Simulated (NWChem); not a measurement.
# C2H5Br (bromoethane): levels of theory compared

We compute a comparison of 3 runs (B3LYP/6-31G*, CAM-B3LYP/6-31G*, M06-L/6-31G*) of C2H5Br (bromoethane). 

The results are computed with NWChem 7.3.0.

### Step 1. The molecule

C2H5Br: 8 atoms, total charge 0, spin state singlet. SMILES: `CCBr`. The shape is that of a PBE0-D4/def2-TZVP optimisation.

Bond lengths: C1–C2 1.506 Å, C2–Br3 1.950 Å, C1–H4 1.095 Å, C1–H5 1.091 Å, C1–H6 1.091 Å, C2–H7 1.088 Å, C2–H8 1.088 Å. Some angles: C1–C2–Br3 111.6°, C1–C2–H7 112.5°, C1–C2–H8 112.5°, Br3–C2–H7 105.3°, Br3–C2–H8 105.3°, C2–C1–H4 109.4°, C2–C1–H5 111.3°, C2–C1–H6 111.3°, H7–C2–H8 109.2°, H4–C1–H5 108.3°.

### Step 2. Energy and forces at B3LYP/6-31G(d) (spherical functions) (run 1)

Input file a.nw:

```
start a
title "C2H5Br"
memory total 2200 mb

geometry units angstroms noautosym nocenter noautoz
  C    -0.429100    0.590100   -0.328800
  C     0.243000   -0.639200    0.222500
  Br    1.994500   -0.223400    0.972400
  H    -1.406200    0.316400   -0.739300
  H     0.162900    1.040400   -1.126700
  H    -0.582800    1.339300    0.449000
  H     0.428800   -1.390300   -0.542500
  H    -0.318900   -1.090600    1.037600
end

basis spherical bse
  * library 6-31G*
end

dft
  xc b3lyp
  grid xfine
  convergence energy 1e-08
  iterations 100
  mulliken
  noprint "final vectors analysis"
end

task dft gradient
```

On the command line:

```
nwchem a.nw > a.out
```

Log:

```text
[...]
          Wavefunction type:  closed shell.
          No. of atoms     :     8
          No. of electrons :    52
[...]
          Charge           :     0
          Spin multiplicity:     1
[...]
          AO basis - number of functions:    70
[...]
              XC Information
              --------------
                         B3LYP Method XC Potential
                     Hartree-Fock (Exact) Exchange  0.200
                        Slater Exchange Functional  0.800 local
                    Becke 1988 Exchange Functional  0.720 non-local
              Lee-Yang-Parr Correlation Functional  0.810
                  VWN I RPA Correlation Functional  0.190 local
[...]
 d= 0,ls=0.0,diis     1  -2653.0597665090 -2.82D+03  1.09D-02  3.66D-01     4.5
[...]
 d= 0,ls=0.0,diis     8  -2653.1022195288 -6.29D-10  1.99D-06  4.89D-08    27.8
         Total DFT energy =    -2653.102219528826
      One electron energy =    -4014.967099515487
           Coulomb energy =     1301.351682386921
    Exchange-Corr. energy =     -104.077652904933
 Nuclear repulsion energy =      164.590850504673
[...]
      Total Density - Mulliken Population Analysis
     ---------------------------------------------
    Atom       Charge   Shell Charges
 -----------   ------   -------------------------------------------------------
    1 C    6     6.44   2.00  0.67  2.14  0.62  0.98  0.04
    2 C    6     6.32   2.00  0.68  2.04  0.64  0.92  0.04
    3 Br  35    35.12   2.00  2.00  6.00  2.00  5.99  1.63  3.79  0.33  1.34  6.95  2.92  0.17
    4 H    1     0.84   0.52  0.32
    5 H    1     0.83   0.53  0.30
    6 H    1     0.83   0.53  0.30
    7 H    1     0.81   0.53  0.28
    8 H    1     0.81   0.53  0.28
[...]
  wavefunction    = closed shell
                         DFT ENERGY GRADIENTS
    atom               coordinates                        gradient
                 x          y          z           x          y          z
   1 C      -0.810881   1.115127  -0.621342    0.002725  -0.003642   0.001966
   2 C       0.459203  -1.207913   0.420464    0.004503   0.005806   0.001049
   3 Br      3.769058  -0.422165   1.837570   -0.011086  -0.002187  -0.004833
   4 H      -2.657333   0.597909  -1.397074    0.002126   0.000348   0.000939
   5 H       0.307836   1.966071  -2.129154   -0.000894  -0.001163   0.001706
   6 H      -1.101332   2.530910   0.848487    0.000541  -0.001738  -0.001317
   7 H       0.810315  -2.627286  -1.025176    0.000514   0.001501   0.001357
   8 H      -0.602634  -2.060935   1.960780    0.001570   0.001075  -0.000867
[...]
```

Wall time 37 s (1 thread of Intel Xeon Platinum 8259CL at 2.50GHz (Skylake/Cascade Lake), shared host); peak memory 0.14 GiB.

### Step 3. Energy and gradient at CAM-B3LYP/6-31G(d) (spherical functions) (run 2)

Input file run.py:

```python
from ase import Atoms
from ase.calculators.nwchem import NWChem

atoms = Atoms(['C', 'C', 'Br', 'H', 'H', 'H', 'H', 'H'], positions=[
    [-0.429100, 0.590100, -0.328800],
    [0.243000, -0.639200, 0.222500],
    [1.994500, -0.223400, 0.972400],
    [-1.406200, 0.316400, -0.739300],
    [0.162900, 1.040400, -1.126700],
    [-0.582800, 1.339300, 0.449000],
    [0.428800, -1.390300, -0.542500],
    [-0.318900, -1.090600, 1.037600],
])

calc = NWChem(
    label='job',
    theory='dft',
    memory='2200 mb',
    basis='6-31G*',
    basispar='spherical bse',
    dft={'xc': 'xcamb88 1.00 lyp 0.81 vwn_5 0.19 hfexch 1.00', 'cam': '0.33 cam_alpha 0.19 cam_beta 0.46', 'mult': '1', 'grid': 'xfine', 'convergence': 'energy 1e-08', 'direct': None, 'iterations': '100', 'mulliken': None},
)
atoms.calc = calc

forces = atoms.get_forces()
print("Total energy (eV):", round(atoms.get_potential_energy(), 6))
print("forces (eV/A):")
for s, f in zip(atoms.symbols, forces):
    print(f"{s:2s} {f[0]:10.5f} {f[1]:10.5f} {f[2]:10.5f}")
print("dipole (e A):", atoms.get_dipole_moment().round(4))
```

On the command line:

```
export ASE_NWCHEM_COMMAND="nwchem PREFIX.nwi > PREFIX.nwo"
python run.py
```

Log:

```text
Total energy (eV): -72195.735146
forces (eV/A):
C    -0.11724    0.12053   -0.07760
C    -0.00874   -0.19540    0.03193
Br    0.25058    0.05934    0.10742
H    -0.04767   -0.00540   -0.02149
H     0.02988    0.03306   -0.04674
H    -0.01126    0.04952    0.03959
H    -0.03831   -0.03471   -0.03630
H    -0.05718   -0.02695    0.00319
dipole (e A): [-0.426  -0.0629 -0.1896]
```

The calculator wrote job.nwi:

```
title "job"

permanent_dir job

scratch_dir job

start job

geometry units angstrom nocenter noautosym noautoz
  C  -4.2909999999999998e-01 5.9009999999999996e-01 -3.2879999999999998e-01
  C  2.4299999999999999e-01 -6.3919999999999999e-01 2.2250000000000000e-01
  Br 1.9944999999999999e+00 -2.2339999999999999e-01 9.7240000000000004e-01
  H  -1.4061999999999999e+00 3.1640000000000001e-01 -7.3929999999999996e-01
  H  1.6289999999999999e-01 1.0404000000000000e+00 -1.1267000000000000e+00
  H  -5.8279999999999998e-01 1.3392999999999999e+00 4.4900000000000001e-01
  H  4.2880000000000001e-01 -1.3903000000000001e+00 -5.4249999999999998e-01
  H  -3.1890000000000002e-01 -1.0906000000000000e+00 1.0376000000000001e+00
end

memory 2200 mb

basis spherical bse noprint
   * library 6-31G*
end

dft
  xc xcamb88 1.00 lyp 0.81 vwn_5 0.19 hfexch 1.00
  cam 0.33 cam_alpha 0.19 cam_beta 0.46
  mult 1
  grid xfine
  convergence energy 1e-08
  direct
  iterations 100
  mulliken
end

task dft gradient
```

job.nwo:

```text
Northwest Computational Chemistry Package (NWChem) 7.3.0
             --------------------------------------------------------

           Job information
           ---------------

    nwchem branch   = 7.3.0
    use scalapack   = T
    input           = job.nwi
    prefix          = job.
    data base       = job/job.db
    status          = startup
    nproc           =        1

           Memory information
           ------------------

    heap     =     72089600 doubles =      550.0 Mbytes
    stack    =     72089597 doubles =      550.0 Mbytes
    global   =    144179200 doubles =     1100.0 Mbytes (distinct from heap & stack)
    total    =    288358397 doubles =     2200.0 Mbytes
    verify   = yes
    hardfail = no

[... 108 lines left out ...]
  convergence criterion.
[... 46 lines left out ...]
          Spatial weights used:  Erf1
[... 77 lines left out ...]
         Total DFT energy =    -2653.144352197624
[... 3 lines left out ...]
 Nuclear repulsion energy =      164.590850504673
[... 567 lines left out ...]
          Convergence on gradient requested:  5.00D-04
[... 32 lines left out ...]
          total energy or number of iterations.
[... 32 lines left out ...]
                         DFT ENERGY GRADIENTS

    atom               coordinates                        gradient
                 x          y          z           x          y          z
   1 C      -0.810881   1.115127  -0.621342    0.002280  -0.002344   0.001509
   2 C       0.459203  -1.207913   0.420464    0.000170   0.003800  -0.000621
   3 Br      3.769058  -0.422165   1.837570   -0.004873  -0.001154  -0.002089
[... 4 lines of this table left out ...]
   8 H      -0.602634  -2.060935   1.960780    0.001112   0.000524  -0.000062

                 ----------------------------------------
                 |  Time  |  1-e(secs)   |  2-e(secs)   |
                 ----------------------------------------
                 |  CPU   |       0.01   |      15.49   |
                 ----------------------------------------
                 |  WALL  |       0.01   |      15.49   |
                 ----------------------------------------

 Task  times  cpu:       63.7s     wall:       63.7s
 Total times  cpu:       63.7s     wall:       63.7s
```

Wall time 65 s (1 thread of Intel Xeon Platinum 8259CL at 2.50GHz (Skylake/Cascade Lake), shared host); peak memory 0.14 GiB.

### Step 4. Energy and forces at M06-L/6-31G(d) (spherical functions) (run 3)

Input file test.nw:

```
echo
start test
title "C2H5Br"
memory total 2200 mb

geometry noautosym nocenter noautoz
   C       -0.429100       0.590100      -0.328800
   C        0.243000      -0.639200       0.222500
   Br       1.994500      -0.223400       0.972400
   H       -1.406200       0.316400      -0.739300
   H        0.162900       1.040400      -1.126700
   H       -0.582800       1.339300       0.449000
   H        0.428800      -1.390300      -0.542500
   H       -0.318900      -1.090600       1.037600
end

basis spherical bse
   * library 6-31G*
end

dft
   xc m06-l
   grid xfine
   convergence energy 1e-08
   maxiter 100
   mulliken
   noprint "final vectors analysis"
end

task dft gradient
```

On the command line:

```
nwchem test.nw > test.out
```

Log:

```text
[...]
          Wavefunction type:  closed shell.
          No. of atoms     :     8
          No. of electrons :    52
[...]
          Charge           :     0
          Spin multiplicity:     1
[...]
          AO basis - number of functions:    70
[...]
              XC Information
              --------------
                        M06-L Method XC Functional
                         M06-L Exchange Functional  1.000
                       M06-L Correlation Potential  1.000
[...]
 d= 0,ls=0.0,diis     1  -2652.9166191605 -2.82D+03  1.26D-02  2.99D-01     5.6
[...]
 d= 0,ls=0.0,diis    10  -2652.9535021728 -3.42D-09  4.38D-07  1.01D-09    46.8
         Total DFT energy =    -2652.953502172848
      One electron energy =    -4015.091952487536
           Coulomb energy =     1301.501700311111
    Exchange-Corr. energy =     -103.954100501096
 Nuclear repulsion energy =      164.590850504673
[...]
      Total Density - Mulliken Population Analysis
     ---------------------------------------------
    Atom       Charge   Shell Charges
 -----------   ------   -------------------------------------------------------
    1 C    6     6.53   2.00  0.68  2.10  0.68  1.05  0.03
    2 C    6     6.41   2.00  0.69  2.01  0.69  0.99  0.04
    3 Br  35    35.08   2.00  2.00  6.00  2.00  5.99  1.60  3.76  0.36  1.32  6.96  2.90  0.17
    4 H    1     0.81   0.53  0.28
    5 H    1     0.80   0.53  0.27
    6 H    1     0.80   0.53  0.27
    7 H    1     0.78   0.54  0.25
    8 H    1     0.78   0.54  0.25
[...]
  wavefunction    = closed shell
                         DFT ENERGY GRADIENTS
    atom               coordinates                        gradient
                 x          y          z           x          y          z
   1 C      -0.810881   1.115127  -0.621342   -0.000224   0.002842  -0.000660
   2 C       0.459203  -1.207913   0.420464    0.000473  -0.002339   0.000686
   3 Br      3.769058  -0.422165   1.837570   -0.004750  -0.001250  -0.002013
   4 H      -2.657333   0.597909  -1.397074    0.001871  -0.000170   0.000917
   5 H       0.307836   1.966071  -2.129154   -0.000945  -0.001420   0.001766
   6 H      -1.101332   2.530910   0.848487    0.000517  -0.002006  -0.001313
   7 H       0.810315  -2.627286  -1.025176    0.000728   0.002495   0.001996
   8 H      -0.602634  -2.060935   1.960780    0.002330   0.001850  -0.001380
[...]
```

Run time: 60 s. Hardware: 1 thread of Intel Xeon Platinum 8259CL at 2.50GHz (Skylake/Cascade Lake), shared host; peak memory 0.14 GiB.

### Step 5. Overview of the runs

| run | level | energy (Eh) | dipole moment (D) | largest force (eV/Å) | wall time |
| --- | --- | --- | --- | --- | --- |
| 1 | B3LYP/6-31G* (spherical functions) | -2653.102220 | 2.24 | 0.632 | 37 s |
| 2 | CAM-B3LYP/6-31G* (spherical functions) | -2653.144352 | 2.26 | 0.279 | 65 s |
| 3 | M06-L/6-31G* (spherical functions) | -2652.953502 | 2.08 | 0.273 | 60 s |

### Step 6. Summary of results

| quantity | value |
| --- | --- |
| run 3: total energy | -2652.95350 Eh |
| run 3: dipole moment | 2.08 D |
| run 3: largest force on an atom | 0.273 eV/Å |

The dipole moment (its size) runs from 2.08 D (M06-L/6-31G*) to 2.26 D (CAM-B3LYP/6-31G*). Totals of different functionals can't be ranked against each other. All runs together took 2.7 min, the longest 65 s.
